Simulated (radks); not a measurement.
# Ionising arsenic step by step, As⁶⁺ to As¹¹⁺

The task here is to estimate one member of a computed series from the others.

Program: radks (a radial shooting solver on a logarithmic mesh, Libxc functionals) version 1. Level of theory: Dirac Kohn-Sham, BLYP, spin-unpolarised, spherical densities, finite nucleus; open shells are shared between the two j in proportion to 2j + 1. These are calculated values, not measurements, unless marked.

## What is computed

| Property | Result |
| --- | --- |
| element | arsenic (Z = 33) |
| charges | 6 to 11 |
| first configuration | [Ar] 3d9 |
| last configuration | [Ar] 3d4 |

The outer shells:

As⁶⁺
```
[Ar] core
3d [↑↓][↑↓][↑↓][↑↓][↑ ]
```

As¹¹⁺
```
[Ar] core
3d [↑ ][↑ ][↑ ][↑ ][  ]
```

Set-up of the first run:

Settings of this run:

```text
Z 33
configuration [Ar] 3d9
relativity Dirac
functional b88,lyp
spin unpolarised
j_filling average
nucleus finite rms 4.0968 fm
c 137.035999084
```

Steps of the session up to this table: As⁶⁺, [Ar] 3d9; As⁷⁺, [Ar] 3d8; As⁸⁺, [Ar] 3d7; As⁹⁺, [Ar] 3d6; As¹⁰⁺, [Ar] 3d5; As¹¹⁺, [Ar] 3d4.

One table of the session follows, with a row left open; its other results are not shown here.

```
species  Δ-SCF (eV)  −ε(HOMO) (eV)
   As⁶⁺           ?              ?
   As⁷⁺      184.02         167.22
   As⁸⁺      218.23         200.45
   As⁹⁺      254.29         235.57
  As¹⁰⁺      292.14         272.51
```

Q: Estimate the row for As⁶⁺ from the others.

As computed: Δ-SCF (eV): 151.75; −ε(HOMO) (eV): 135.97. In the column «Δ-SCF (eV)» it is the lowest.

Minus the highest eigenvalue gives 90 to 93 % of the Δ-SCF value along the ladder. Spin polarisation and multiplet splitting are left out, so open shells lie too high by an amount that depends on their filling. Sharing an open shell by 2j + 1 raises it above the true ground level by a part of the spin-orbit splitting, which enters the differences from NIST.
